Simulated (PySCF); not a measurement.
# C3H2F3N: excited states, first hyperpolarisability

What do calculations give for the excited states, first hyperpolarisability of C3H2F3N (`NC#CC(F)(F)F`)?

Programs: PySCF 2.14.0, with routines of our own; each step states its level. All values are computed. Atoms count from 0.

### 1 The starting structure

9 atoms, charge 0, multiplicity 1; geometry from: GFN2-xTB.

### 2 Geometry optimisation at PBE0-D3(BJ)/def2-TZVP

Job settings and geometry (Å):

```
{"job": {"xc": "PBE0", "basis": "def2-TZVP", "d3": "d3bj", "grid": 2, "kind": "geom"}, "charge": 0, "multiplicity": 1}
N      2.249554     0.072564    -0.611218
C      0.938428     0.039924    -0.457456
C     -0.260746    -0.017299    -0.357545
C     -1.696889    -0.138723    -0.292199
F     -2.284951     0.055430    -1.487878
F     -2.087739    -1.353529     0.134710
F     -2.264162     0.752071     0.548781
H      2.795455    -0.324923     0.139067
H      2.624612     0.920480    -1.010310
```

The run is started by

```sh
$ OMP_NUM_THREADS=1 python excited_run.py task.json out
```

One launch serves the whole session: the jobs run in the order shown.

What it wrote:

```text
step   0  E = -469.45950254  max force = 0.015291
step   1  E = -469.45939507  max force = 0.005075
step   2  E = -469.45958708  max force = 0.002674
step   3  E = -469.45968466  max force = 0.002302
step   4  E = -469.45975828  max force = 0.001677
step   5  E = -469.45983857  max force = 0.002339
step   6  E = -469.45991023  max force = 0.001821
step   7  E = -469.45993232  max force = 0.000766
step   8  E = -469.45993576  max force = 0.000148
optimisation converged
```

It took 2.1 min on 1 thread of Arm Neoverse V1, shared host; peak memory 0.9 GiB.

Step by step: (the energy doesn't fall at every step)

| step | energy from step 0 (eV) | largest force component (eV/Å) |
| --- | --- | --- |
| 0 | 0.0000 | 0.7863 |
| 1 | 0.0029 | 0.2610 |
| 2 | -0.0023 | 0.1375 |
| 3 | -0.0050 | 0.1184 |
| 4 | -0.0070 | 0.0862 |
| 5 | -0.0091 | 0.1203 |
| 6 | -0.0111 | 0.0936 |
| 7 | -0.0117 | 0.0394 |
| 8 | -0.0118 | 0.0076 |

Distances of close pairs at the start and the end, largest changes first:

| bond | before (Å) | after (Å) | change (Å) |
| --- | --- | --- | --- |
| N0–C1 | 1.321 | 1.330 | +0.010 |
| C3–F6 | 1.350 | 1.343 | -0.007 |
| C3–F4 | 1.347 | 1.341 | -0.006 |
| C2–C3 | 1.443 | 1.449 | +0.006 |
| C3–F5 | 1.346 | 1.340 | -0.006 |
| C1–C2 | 1.205 | 1.202 | -0.003 |
| N0–H7 | 1.009 | 1.008 | -0.002 |
| N0–H8 | 1.009 | 1.008 | -0.002 |

The next job starts from the end point, and lists it.

| at the end point | value |
| --- | --- |
| point group (found at 0.08 Å tolerance) | C1 |
| rotational constants (GHz, main isotopes) | 5.625, 1.394, 1.387 |
| dipole moment (D) | 4.68 |

### 3 Excited states: TDA CAM-B3LYP/def2-TZVPD

Job settings and geometry (Å):

```
{"job": {"kind": "states", "xc": "CAM-B3LYP", "basis": "def2-TZVPD", "tda": true, "soc": true, "nstates": 6, "ntriplets": 5, "nquad": 4}, "charge": 0, "multiplicity": 1}
N      2.239304    -0.057432    -0.704292
C      0.923596    -0.023468    -0.510571
C     -0.270561    -0.025703    -0.374044
C     -1.710437    -0.038754    -0.216692
F     -2.335907     0.197759    -1.378568
F     -2.140780    -1.223145     0.238730
F     -2.145621     0.890152     0.649771
H      2.793166    -0.470138     0.029690
H      2.654565     0.759739    -1.123396
```

Level: TDA CAM-B3LYP/def2-TZVPD excited states, vertical, gas phase, spin-orbit mean-field couplings.

What it wrote:

```text
coarse grid: 8824 points
cycle   1  E = -469.6155666971  dE =  1.422e+00  |g| = 1.010e+00  |ddm| = 4.803e+00
cycle   2  E = -469.5652658099  dE =  5.030e-02  |g| = 1.266e+00  |ddm| = 3.494e+00
cycle   3  E = -469.7900167834  dE = -2.248e-01  |g| = 8.762e-02  |ddm| = 1.756e+00
cycle   4  E = -469.7909224720  dE = -9.057e-04  |g| = 5.481e-02  |ddm| = 1.596e-01
cycle   5  E = -469.7914991096  dE = -5.766e-04  |g| = 1.982e-02  |ddm| = 8.834e-02
cycle   6  E = -469.7915841792  dE = -8.507e-05  |g| = 3.090e-03  |ddm| = 3.875e-02
cycle   7  E = -469.7915870050  dE = -2.826e-06  |g| = 5.642e-04  |ddm| = 5.660e-03
final grid: 90176 points
cycle   8  E = -469.7927769313  dE = -4.955e-05  |g| = 4.965e-03  |ddm| = 1.118e-01
cycle   9  E = -469.7927757596  dE =  1.172e-06  |g| = 5.650e-03  |ddm| = 1.019e-02
cycle  10  E = -469.7927807483  dE = -4.989e-06  |g| = 4.645e-04  |ddm| = 3.591e-03
cycle  11  E = -469.7927807632  dE = -1.493e-08  |g| = 3.987e-04  |ddm| = 1.343e-03
cycle  12  E = -469.7927807982  dE = -3.507e-08  |g| = 7.338e-05  |ddm| = 6.837e-04
cycle  13  E = -469.7927807994  dE = -1.113e-09  |g| = 1.820e-05  |ddm| = 1.868e-04
cycle  14  E = -469.7927807995  dE = -1.261e-10  |g| = 7.567e-06  |ddm| = 7.019e-05
converged SCF energy = -469.7927807995

Singlet excitations
state   eV       nm        f     d(h-e)  d(exc)  Lambda  PR(NTO)  |dmu|/D   mu/D   main configurations
  1   5.4178   228.8   0.00024   0.286   2.384   0.433   1.009    1.144    5.755   H->L+1 0.89
  2   5.8563   211.7   0.00081   1.370   3.354   0.324   1.010    5.848    1.255   H->L 0.96
  3   6.6692   185.9   0.02388   0.198   2.348   0.631   1.974    0.794    5.440   H->L+3 0.40, H-1->L+1 0.38, H->L+7 0.14
  4   7.3836   167.9   0.01191   1.533   3.379   0.297   1.008    6.189    1.581   H-1->L 0.91
  5   7.4131   167.3   0.05676   0.169   3.752   0.259   1.048                     H->L+2 0.81, H->L+5 0.11
  6   7.5566   164.1   0.00402   0.033   2.332   0.391   1.042                     H-1->L+3 0.63, H-1->L+7 0.26

Triplet excitations (Tamm-Dancoff)
state   eV     d(h-e)  d(exc)  Lambda  PR(NTO)   main configurations
  1   5.0346   0.214   2.303   0.429   1.044   H->L+1 0.85
  2   5.3531   0.049   2.194   0.615   2.033   H-1->L+1 0.40, H->L+3 0.28, H->L+7 0.15
  3   5.6398   1.134   3.104   0.379   1.337   H->L 0.80, H-1->L+1 0.12
  4   5.7824   0.066   2.366   0.591   1.911   H->L+3 0.33, H-1->L+1 0.32, H->L+7 0.16
  5   7.0977   0.179   2.384   0.385   1.079   H-1->L+3 0.54, H-1->L+7 0.26, H-1->L 0.13
S1 - T1 = 0.3832 eV

Spin-orbit couplings |<S|Hso|T>| (cm-1)
             T1       T2       T3       T4       T5
S0        3.569    1.300    3.406    4.544    6.890
S1        0.112    3.441    6.409   13.986    0.148
S2        2.773    2.418    0.337    2.559    5.235
S3       17.948    0.706    2.394    0.784   14.172
S4        0.238    3.607   13.568    1.756    2.976
S5        2.088    0.223    0.266    0.158    1.023
S6        0.184    1.766    2.270   16.083    2.129
T1 sublevels (cm-1): 0.000 0.001 0.054   radiative rates (1/s): 0.052 0.117 39.4
```

It took 50 s on 1 thread of Arm Neoverse V1, shared host; peak memory 0.97 GiB.

Key values:

| quantity | value |
| --- | --- |
| S1 less T1 | 0.38 eV |

### 4 Excited states: TDDFT CAM-B3LYP/def2-TZVPD

The job, as its differences from that of step 3:

```diff
@@ -1,2 +1,2 @@
-{"job": {"kind": "states", "xc": "CAM-B3LYP", "basis": "def2-TZVPD", "tda": true, "soc": true, "nstates": 6, "ntriplets": 5, "nquad": 4}, "charge": 0, "multiplicity": 1}
+{"job": {"kind": "states", "xc": "CAM-B3LYP", "basis": "def2-TZVPD", "tpa": true, "nstates": 8, "nquad": 6, "ntriplets": 0}, "charge": 0, "multiplicity": 1}
 N      2.239304    -0.057432    -0.704292
```

Level: TDDFT CAM-B3LYP/def2-TZVPD excited states, vertical, gas phase, two-photon moments by quadratic response.

What it wrote:

```text
coarse grid: 8824 points
cycle   1  E = -469.6155666971  dE =  1.422e+00  |g| = 1.010e+00  |ddm| = 4.803e+00
cycle   2  E = -469.5652658099  dE =  5.030e-02  |g| = 1.266e+00  |ddm| = 3.494e+00
cycle   3  E = -469.7900167834  dE = -2.248e-01  |g| = 8.762e-02  |ddm| = 1.756e+00
cycle   4  E = -469.7909224720  dE = -9.057e-04  |g| = 5.481e-02  |ddm| = 1.596e-01
cycle   5  E = -469.7914991096  dE = -5.766e-04  |g| = 1.982e-02  |ddm| = 8.834e-02
cycle   6  E = -469.7915841792  dE = -8.507e-05  |g| = 3.090e-03  |ddm| = 3.875e-02
cycle   7  E = -469.7915870050  dE = -2.826e-06  |g| = 5.642e-04  |ddm| = 5.660e-03
final grid: 90176 points
cycle   8  E = -469.7927769313  dE = -4.955e-05  |g| = 4.965e-03  |ddm| = 1.118e-01
cycle   9  E = -469.7927757596  dE =  1.172e-06  |g| = 5.650e-03  |ddm| = 1.019e-02
cycle  10  E = -469.7927807483  dE = -4.989e-06  |g| = 4.645e-04  |ddm| = 3.591e-03
cycle  11  E = -469.7927807632  dE = -1.493e-08  |g| = 3.987e-04  |ddm| = 1.343e-03
cycle  12  E = -469.7927807982  dE = -3.507e-08  |g| = 7.338e-05  |ddm| = 6.837e-04
cycle  13  E = -469.7927807994  dE = -1.113e-09  |g| = 1.820e-05  |ddm| = 1.868e-04
cycle  14  E = -469.7927807995  dE = -1.261e-10  |g| = 7.567e-06  |ddm| = 7.019e-05
converged SCF energy = -469.7927807995

Singlet excitations
state   eV       nm        f     d(h-e)  d(exc)  Lambda  PR(NTO)  |dmu|/D   mu/D   delta(TPA)   sigma/GM   main configurations
  1   5.3894   230.1   0.00022   0.291   2.388   0.433   1.006    1.144    5.755        0.10      0.001   H->L+1 0.89
  2   5.8448   212.1   0.00085   1.379   3.360   0.324   1.011    5.859    1.267       23.52      0.294   H->L 0.96
  3   6.6366   186.8   0.02276   0.196   2.332   0.630   1.981    0.857    5.500       13.17      0.212   H->L+3 0.41, H-1->L+1 0.37, H->L+7 0.14
  4   7.3746   168.1   0.00987   1.515   3.368   0.299   1.009    6.086    1.485        3.94      0.079   H-1->L 0.90
  5   7.4035   167.5   0.05179   0.171   3.751   0.259   1.050    0.574    4.414        3.61      0.073   H->L+2 0.81, H->L+5 0.11
  6   7.5295   164.7   0.00397   0.018   2.354   0.390   1.044    0.181    4.783        0.02      0.000   H-1->L+3 0.63, H-1->L+7 0.26
  7   7.7709   159.5   0.00028   1.373   3.400   0.318   1.071                                            H->L+4 0.70, H->L+5 0.18
  8   8.5143   145.6   0.24709   0.759   3.828   0.523   1.281                                            H->L+3 0.39, H->L+7 0.24, H->L+8 0.22
```

It took 64 s on 1 thread of Arm Neoverse V1, shared host; peak memory 1 GiB.

### 5 First hyperpolarisability: quadratic response CAM-B3LYP/def2-TZVPD

The job, as its differences from that of step 4:

```diff
@@ -1,2 +1,2 @@
-{"job": {"kind": "states", "xc": "CAM-B3LYP", "basis": "def2-TZVPD", "tpa": true, "nstates": 8, "nquad": 6, "ntriplets": 0}, "charge": 0, "multiplicity": 1}
+{"job": {"kind": "beta", "xc": "CAM-B3LYP", "basis": "def2-TZVPD"}, "charge": 0, "multiplicity": 1}
 N      2.239304    -0.057432    -0.704292
```

Method: quadratic response CAM-B3LYP/def2-TZVPD first hyperpolarisability, Taylor convention, gas phase.

What it wrote:

```text
coarse grid: 8824 points
cycle   1  E = -469.6155666971  dE =  1.422e+00  |g| = 1.010e+00  |ddm| = 4.803e+00
cycle   2  E = -469.5652658099  dE =  5.030e-02  |g| = 1.266e+00  |ddm| = 3.494e+00
cycle   3  E = -469.7900167834  dE = -2.248e-01  |g| = 8.762e-02  |ddm| = 1.756e+00
cycle   4  E = -469.7909224720  dE = -9.057e-04  |g| = 5.481e-02  |ddm| = 1.596e-01
cycle   5  E = -469.7914991096  dE = -5.766e-04  |g| = 1.982e-02  |ddm| = 8.834e-02
cycle   6  E = -469.7915841792  dE = -8.507e-05  |g| = 3.090e-03  |ddm| = 3.875e-02
cycle   7  E = -469.7915870050  dE = -2.826e-06  |g| = 5.642e-04  |ddm| = 5.660e-03
final grid: 90176 points
cycle   8  E = -469.7927769313  dE = -4.955e-05  |g| = 4.965e-03  |ddm| = 1.118e-01
cycle   9  E = -469.7927757596  dE =  1.172e-06  |g| = 5.650e-03  |ddm| = 1.019e-02
cycle  10  E = -469.7927807483  dE = -4.989e-06  |g| = 4.645e-04  |ddm| = 3.591e-03
cycle  11  E = -469.7927807632  dE = -1.493e-08  |g| = 3.987e-04  |ddm| = 1.343e-03
cycle  12  E = -469.7927807982  dE = -3.507e-08  |g| = 7.338e-05  |ddm| = 6.837e-04
cycle  13  E = -469.7927807994  dE = -1.113e-09  |g| = 1.820e-05  |ddm| = 1.868e-04
cycle  14  E = -469.7927807995  dE = -1.261e-10  |g| = 7.567e-06  |ddm| = 7.019e-05
converged SCF energy = -469.7927807995

Lowest singlets (eV, f): 5.3894 0.0002  5.8448 0.0008  6.6366 0.0228

First hyperpolarisability (au)
process     nm      |vector|   parallel      HRS      DR
static         -       63.66      34.24      38.49   2.441
shg       1907.0       66.98      36.06      39.91   2.479
eope      1907.0       64.75      34.83          -       -
shg       1064.0       75.05      40.47      43.36   2.564
eope      1064.0       67.22      36.19          -       -
```

Wall time 48 s (1 thread of Arm Neoverse V1, shared host); peak memory 1.1 GiB.

### 6 Outcome

| quantity | value |
| --- | --- |
| point group | C1 |
| rotational constants (main isotopes) | 5.63, 1.39, 1.39 GHz |
| S1 less T1 (step 3, TDA CAM-B3LYP/def2-TZVPD) | 0.38 eV |
| β vector (step 5, quadratic response CAM-B3LYP/def2-TZVPD) | static 64, SHG 1907.0 nm 67, SHG 1064.0 nm 75 au |

What this shows: Relaxing lowered the energy by 0.012 eV in 8 steps; the close pair that moved most is N0–C1, from 1.321 to 1.330 Å. In step 3, the number of triplets below S1 is 2, and the largest singlet-triplet spin-orbit coupling is S3–T1, 17.95 cm⁻¹. β grows from 64 au (static) to 75 au for doubling at 1064.0 nm: normal dispersion, which grows as twice the photon energy moves toward the bright states.
